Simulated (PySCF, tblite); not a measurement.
**C₇H₉BO: a rotation path, then NMR shifts on frames**

How do NMR shifts of C₇H₉BO (`Bc1cccc(OC)c1`) change as the atoms move?

The runs use tblite 0.8.0 and PySCF 2.14.0, with density-fitted response routines of our own; the level of theory stands in each step. All values are computed, except where a source is named. Atoms count from 0, in the outputs and in this text.

## Step 1: The molecule as given

18 atoms, charge 0, multiplicity 1; geometry from: GFN2-xTB.

Bonds of the start (Å): B0–C1 1.55, C1–C2 1.40, C2–C3 1.38, C3–C4 1.39, C4–C5 1.39, C5–O6 1.36, O6–C7 1.41, C5–C8 1.39, C8–C1 1.40, B0–H9 1.17, B0–H10 1.17, C2–H11 1.08, C3–H12 1.08, C4–H13 1.08, C7–H14 1.09, C7–H15 1.10, C7–H16 1.10, C8–H17 1.08.

## Step 2: The rotation path with GFN2-xTB

Job settings and geometry (Å):

```
{"job": {"kind": "neb", "xc": "GFN2-xTB", "basis": "xTB", "atoms": [4, 5, 6, 7], "turn": 180}, "charge": 0, "multiplicity": 1}
B     -3.045625    -1.139659    -0.189311
C     -1.719918    -0.347131    -0.150036
C     -1.684237     1.040869    -0.362622
C     -0.495174     1.737339    -0.324695
C      0.703806     1.085159    -0.073983
C      0.703206    -0.289168     0.140732
O      1.813104    -1.040277     0.395628
C      3.062564    -0.398351     0.452866
C     -0.503099    -0.984808     0.099903
H     -4.053892    -0.585548    -0.398684
H     -3.043587    -2.294708    -0.009818
H     -2.606276     1.567353    -0.558876
H     -0.485260     2.805416    -0.490845
H      1.619231     1.656310    -0.049577
H      3.787066    -1.182623     0.666336
H      3.316724     0.076686    -0.500539
H      3.095967     0.349578     1.252055
H     -0.473360    -2.050119     0.269813
```

Level: GFN2-xTB climbing-image nudged elastic band, gas phase.

Started as:

```bash
$ OMP_NUM_THREADS=1 python probes_run.py task.json out
```

The driver reads the jobs from task.json and runs them one after another.

Standard output:

```text
image   E - E0 / eV
  0       0.0000
  1       0.0473
  2       0.1277
  3       0.1808
  4       0.1900
  5       0.1539
  6       0.0975
  7       0.0239
  8      -0.0105
```

It took 3.4 s on 1 thread of Intel Xeon Platinum 8488C, shared host; peak memory 0.18 GiB.

The final band, with the dihedral C4–C5–O6–C7:

| image | dihedral (°) | energy (eV) | energy (kcal/mol) |
| --- | --- | --- | --- |
| 0 | 0 | 0.000 | 0.0 |
| 1 | 23 | 0.047 | 1.1 |
| 2 | 48 | 0.128 | 2.9 |
| 3 | 73 | 0.181 | 4.2 |
| 4 | 98 | 0.190 | 4.4 |
| 5 | 123 | 0.154 | 3.5 |
| 6 | 145 | 0.097 | 2.2 |
| 7 | 163 | 0.024 | 0.6 |
| 8 | 180 | -0.010 | -0.2 |

## Step 3: Shielding tensors: image 0, PBE0/pcSseg-1

Job settings and geometry (Å):

```
{"job": {"kind": "nmr", "xc": "PBE0", "basis": "pcSseg-1", "pop": false}, "charge": 0, "multiplicity": 1}
B     -3.045600    -1.139700    -0.189300
C     -1.719900    -0.347100    -0.150000
C     -1.684200     1.040900    -0.362600
C     -0.495200     1.737300    -0.324700
C      0.703800     1.085200    -0.074000
C      0.703200    -0.289200     0.140700
O      1.813100    -1.040300     0.395600
C      3.062600    -0.398400     0.452900
C     -0.503100    -0.984800     0.099900
H     -4.053900    -0.585500    -0.398700
H     -3.043600    -2.294700    -0.009800
H     -2.606300     1.567400    -0.558900
H     -0.485300     2.805400    -0.490800
H      1.619200     1.656300    -0.049600
H      3.787100    -1.182600     0.666300
H      3.316700     0.076700    -0.500500
H      3.096000     0.349600     1.252100
H     -0.473400    -2.050100     0.269800
```

With the program's defaults for keys left out, this is: GIAO PBE0/pcSseg-1 NMR shielding, non-relativistic, gas phase.

Standard output:

```text
coarse grid: 15360 points
cycle   1  E = -371.5877837948  dE =  1.424e+00  |g| = 5.299e-01  |ddm| = 4.035e+00
cycle   2  E = -371.5547065732  dE =  3.308e-02  |g| = 6.933e-01  |ddm| = 1.234e+00
cycle   3  E = -371.6473682524  dE = -9.266e-02  |g| = 1.081e-01  |ddm| = 7.195e-01
cycle   4  E = -371.6496087892  dE = -2.241e-03  |g| = 3.987e-02  |ddm| = 1.127e-01
cycle   5  E = -371.6499852492  dE = -3.765e-04  |g| = 1.176e-02  |ddm| = 4.930e-02
cycle   6  E = -371.6500213348  dE = -3.609e-05  |g| = 4.651e-03  |ddm| = 1.669e-02
cycle   7  E = -371.6500270512  dE = -5.716e-06  |g| = 1.050e-03  |ddm| = 5.260e-03
final grid: 149224 points
cycle   8  E = -371.7132107428  dE = -4.117e-05  |g| = 1.242e-02  |ddm| = 4.999e-02
cycle   9  E = -371.7131753066  dE =  3.544e-05  |g| = 1.870e-02  |ddm| = 2.479e-02
cycle  10  E = -371.7132422353  dE = -6.693e-05  |g| = 1.912e-03  |ddm| = 1.575e-02
cycle  11  E = -371.7132430723  dE = -8.369e-07  |g| = 3.213e-04  |ddm| = 2.269e-03
cycle  12  E = -371.7132430909  dE = -1.868e-08  |g| = 1.820e-04  |ddm| = 4.990e-04
cycle  13  E = -371.7132430999  dE = -8.985e-09  |g| = 4.500e-05  |ddm| = 2.146e-04
cycle  14  E = -371.7132431005  dE = -5.234e-10  |g| = 7.759e-06  |ddm| = 4.878e-05
converged SCF energy = -371.7132431005

GIAO shielding tensors (ppm)
atom      isotropic    diamagn.    paramagn.     s11        s22        s33       span
  0 B       24.410     191.499    -167.090    -25.258    -18.654    117.141    142.400
  1 C       37.433     251.793    -214.359    -47.130    -38.184    197.614    244.744
  2 C       46.308     254.196    -207.888    -55.822     28.804    165.943    221.764
  3 C       53.090     254.441    -201.351    -57.105     42.390    173.985    231.090
  4 C       67.712     259.244    -191.532    -24.210     45.084    182.261    206.471
  5 C       20.991     256.372    -235.381    -61.547     10.554    113.965    175.512
  6 O      231.486     397.252    -165.766    127.759    280.351    286.348    158.590
  7 C      131.158     244.372    -113.214    103.232    112.181    178.060     74.828
  8 C       47.173     253.933    -206.759    -36.616     26.389    151.746    188.362
  9 H       24.290      29.413      -5.123     18.888     26.271     27.712      8.825
 10 H       24.318      29.538      -5.220     18.617     26.192     28.145      9.528
 11 H       23.841      31.929      -8.089     20.543     24.087     26.892      6.349
 12 H       23.970      30.847      -6.877     20.379     24.248     27.284      6.905
 13 H       24.631      33.300      -8.670     20.500     23.808     29.585      9.085
 14 H       27.348      27.294       0.054     22.818     26.102     33.124     10.306
 15 H       27.942      29.029      -1.088     24.535     25.575     33.715      9.181
 16 H       27.946      29.012      -1.067     24.543     25.577     33.717      9.175
 17 H       23.764      33.695      -9.930     19.827     23.031     28.434      8.607
```

Run time: 28 s. Hardware: 1 thread of Intel Xeon Platinum 8488C, shared host; peak memory 0.86 GiB.

The references, computed at this level on geometries of the same kind, shield at (ppm): ¹H TMS 31.72, ¹³C TMS 186.9, ¹⁷O H2O 336.1, ¹¹B BF3·OEt2 100.1. Their shielding less the atom's gives the shift. The references are single molecules in the gas phase, so shifts against H2O, NH3, PH3, H3PO4 or CFCl3 are not on the usual liquid scales and can be off by tens of ppm. Each atom is listed at this fixed geometry, with no averaging over motion; a spectrum would average atoms that exchange fast.

| atoms | environment | σ (ppm) | δ (ppm) |
| --- | --- | --- | --- |
| C5 | aromatic carbon bearing oxygen | 21.0 | 165.9 |
| C1 | substituted aromatic carbon | 37.4 | 149.5 |
| C2 | aromatic CH | 46.3 | 140.6 |
| C8 | aromatic CH | 47.2 | 139.8 |
| C3 | aromatic CH | 53.1 | 133.8 |
| C4 | aromatic CH | 67.7 | 119.2 |
| C7 | methyl carbon bonded to O | 131.2 | 55.8 |
| H17 | hydrogen on an aromatic CH | 23.76 | 7.95 |
| H11 | hydrogen on an aromatic CH | 23.84 | 7.88 |
| H12 | hydrogen on an aromatic CH | 23.97 | 7.75 |
| H9 | hydrogen on a boron bonded to C | 24.29 | 7.43 |
| H10 | hydrogen on a boron bonded to C | 24.32 | 7.40 |
| H13 | hydrogen on an aromatic CH | 24.63 | 7.09 |
| H14 | hydrogen on a methyl carbon bonded to O | 27.35 | 4.37 |
| H15 | hydrogen on a methyl carbon bonded to O | 27.94 | 3.78 |
| H16 | hydrogen on a methyl carbon bonded to O | 27.95 | 3.77 |
| B0 | boron bonded to C, 2 H | 24.4 | 75.7 |
| O6 | ether oxygen | 231.5 | 104.6 |

Ring of atoms C1, C2, C3, C4, C5, C8: NICS(0) -8.5, NICS(1) -11.0, NICS(1)zz -27.0 ppm (means of both faces).

## Step 4: NMR shieldings: image 2, PBE0/pcSseg-1

Job settings and geometry (Å):

```
{"job": {"kind": "nmr", "xc": "PBE0", "basis": "pcSseg-1", "pop": false}, "charge": 0, "multiplicity": 1}
B     -2.980500    -1.131900     0.033200
C     -1.675900    -0.322700    -0.142300
C     -1.681000     1.062900    -0.359300
C     -0.504500     1.771100    -0.505600
C      0.721300     1.130300    -0.420500
C      0.761300    -0.242500    -0.196500
O      1.921800    -0.976100    -0.134200
C      2.962300    -0.471500     0.669600
C     -0.428000    -0.949300    -0.071400
H     -4.018700    -0.596400    -0.010700
H     -2.928200    -2.285000     0.217800
H     -2.625300     1.583500    -0.414800
H     -0.533300     2.835600    -0.690200
H      1.631300     1.698700    -0.545400
H      3.776100    -1.189600     0.584500
H      3.313600     0.511400     0.345400
H      2.642900    -0.408200     1.716100
H     -0.363800    -2.014000     0.092500
```

Method: GIAO PBE0/pcSseg-1 NMR shielding, non-relativistic, gas phase.

Standard output:

```text
coarse grid: 15360 points
cycle   1  E = -371.5828285723  dE =  1.411e+00  |g| = 5.382e-01  |ddm| = 4.033e+00
cycle   2  E = -371.5487865277  dE =  3.404e-02  |g| = 7.058e-01  |ddm| = 1.241e+00
cycle   3  E = -371.6437127009  dE = -9.493e-02  |g| = 1.032e-01  |ddm| = 7.340e-01
cycle   4  E = -371.6457298510  dE = -2.017e-03  |g| = 3.916e-02  |ddm| = 1.116e-01
cycle   5  E = -371.6460934411  dE = -3.636e-04  |g| = 1.242e-02  |ddm| = 4.986e-02
cycle   6  E = -371.6461343753  dE = -4.093e-05  |g| = 4.650e-03  |ddm| = 1.742e-02
cycle   7  E = -371.6461398612  dE = -5.486e-06  |g| = 9.838e-04  |ddm| = 5.133e-03
final grid: 149224 points
cycle   8  E = -371.7092077730  dE = -3.739e-05  |g| = 1.227e-02  |ddm| = 4.793e-02
cycle   9  E = -371.7091748711  dE =  3.290e-05  |g| = 1.822e-02  |ddm| = 2.471e-02
cycle  10  E = -371.7092384619  dE = -6.359e-05  |g| = 1.741e-03  |ddm| = 1.571e-02
cycle  11  E = -371.7092391663  dE = -7.044e-07  |g| = 3.084e-04  |ddm| = 2.131e-03
cycle  12  E = -371.7092391845  dE = -1.821e-08  |g| = 1.636e-04  |ddm| = 4.776e-04
cycle  13  E = -371.7092391917  dE = -7.210e-09  |g| = 4.360e-05  |ddm| = 1.947e-04
cycle  14  E = -371.7092391922  dE = -4.803e-10  |g| = 7.639e-06  |ddm| = 4.631e-05
converged SCF energy = -371.7092391922

GIAO shielding tensors (ppm)
atom      isotropic    diamagn.    paramagn.     s11        s22        s33       span
  0 B       24.621     191.675    -167.054    -25.244    -18.234    117.341    142.585
  1 C       37.178     252.450    -215.271    -46.330    -39.261    197.126    243.456
  2 C       44.130     254.119    -209.989    -57.308     23.318    166.379    223.687
  3 C       53.286     254.906    -201.621    -56.182     42.007    174.033    230.215
  4 C       59.621     257.228    -197.607    -36.944     33.958    181.849    218.792
  5 C       19.173     256.098    -236.925    -67.301     12.303    112.516    179.817
  6 O      252.776     399.660    -146.884    157.857    276.579    323.893    166.036
  7 C      127.459     243.950    -116.492     98.698    102.025    181.652     82.954
  8 C       43.857     254.104    -210.247    -43.168     25.323    149.416    192.584
  9 H       24.303      29.492      -5.189     18.919     26.331     27.660      8.741
 10 H       24.339      29.607      -5.267     18.614     26.229     28.176      9.562
 11 H       23.782      31.887      -8.105     20.558     23.968     26.820      6.262
 12 H       23.968      30.700      -6.732     20.472     24.307     27.125      6.652
 13 H       24.098      32.541      -8.443     19.994     23.109     29.190      9.195
 14 H       27.482      27.580      -0.097     23.547     25.557     33.344      9.797
 15 H       27.447      29.119      -1.673     22.717     26.646     32.977     10.260
 16 H       28.096      29.444      -1.348     24.272     26.025     33.992      9.720
 17 H       23.722      33.864     -10.142     20.130     22.694     28.341      8.211
```

Run time: 28 s. Hardware: 1 thread of Intel Xeon Platinum 8488C, shared host; peak memory 0.91 GiB.

In short: δ C5 167.8, C1 149.7, C8 143.1, C2 142.8, H17 8.00, H11 7.93 ppm.

(Part 1 of 2 ends here.)
